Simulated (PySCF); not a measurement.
# CClF3O2S (CF3SO2Cl): the cost of one run

The runs use PySCF 2.14.0, with density-fitted response routines of our own; the level of theory stands in each step. All values are computed, except where a source is named. Atoms are numbered from 0 throughout.

## Step 1: Starting geometry

8 atoms, charge 0, multiplicity 1; geometry from: GFN2-xTB. The atoms were then displaced at random by about 0.01 Å, so the start is not that level's minimum.

Bonds of the start (Å): O0–S1 1.43, S1–O2 1.42, S1–Cl3 2.02, S1–C4 1.87, C4–F5 1.31, C4–F6 1.33, C4–F7 1.31.

## Step 2: Optimising the geometry at PBE0-D3(BJ)/def2-SVP

Job settings and geometry (Å):

```
{"job": {"xc": "PBE0", "basis": "def2-SVP", "d3": "d3bj", "grid": 1, "shake": 0.01, "kind": "geom"}, "charge": 0, "multiplicity": 1}
O      1.462770    -0.277180     1.307570
S      0.937820    -0.130900    -0.019100
O      1.278120    -1.065510    -1.027750
Cl     1.348860     1.728790    -0.691390
C     -0.930120    -0.079050     0.069750
F     -1.344640    -1.242390     0.510240
F     -1.288500     0.872420     0.920000
F     -1.409180     0.174670    -1.121790
```

Run with:

```
OMP_NUM_THREADS=1 python probes_run.py task.json out
```

This one command runs all jobs of the session in turn.

**Question.** How long does this first job take on 1 thread of Arm Neoverse V1, shared host, and how much memory does it need?

About 52 s, with a peak of 0.52 GiB.
